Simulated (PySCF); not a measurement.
# Cl2F4In2 ((F2In-mu-Cl)2): the cost of one run

Programs: PySCF 2.14.0, with routines of our own; each step states its level. All values are computed. Atoms count from 0.

## Step 1: The starting structure

8 atoms, charge 0, multiplicity 1; geometry from: GFN2-xTB.

## Step 2: Relaxing the molecule at PBE0-D3(BJ)/def2-SVP

What the job is given:

```
{"job": {"xc": "PBE0", "basis": "def2-SVP", "d3": "d3bj", "grid": 1, "maxiter": 30, "shake": 0.03, "kind": "geom"}, "charge": 0, "multiplicity": 1}
In    -0.680710    -0.639580     1.443640
F     -1.481070    -2.386840     1.485770
F     -0.911970     0.614660     2.949580
Cl     1.659620    -0.562830     0.573140
In     0.730620     0.544110    -1.463480
F      0.908270    -0.633110    -2.955150
F      1.429380     2.390180    -1.517050
Cl    -1.515920     0.587760    -0.600150
```

Started as:

```sh
$ OMP_NUM_THREADS=1 python heavy_run.py task.json out
```

The driver reads the jobs from task.json and runs them one after another.

**Question.** How long does this first job take on 1 thread of Arm Neoverse V2, shared host, and how much memory does it need?

About 3.3 min, with a peak of 0.63 GiB.
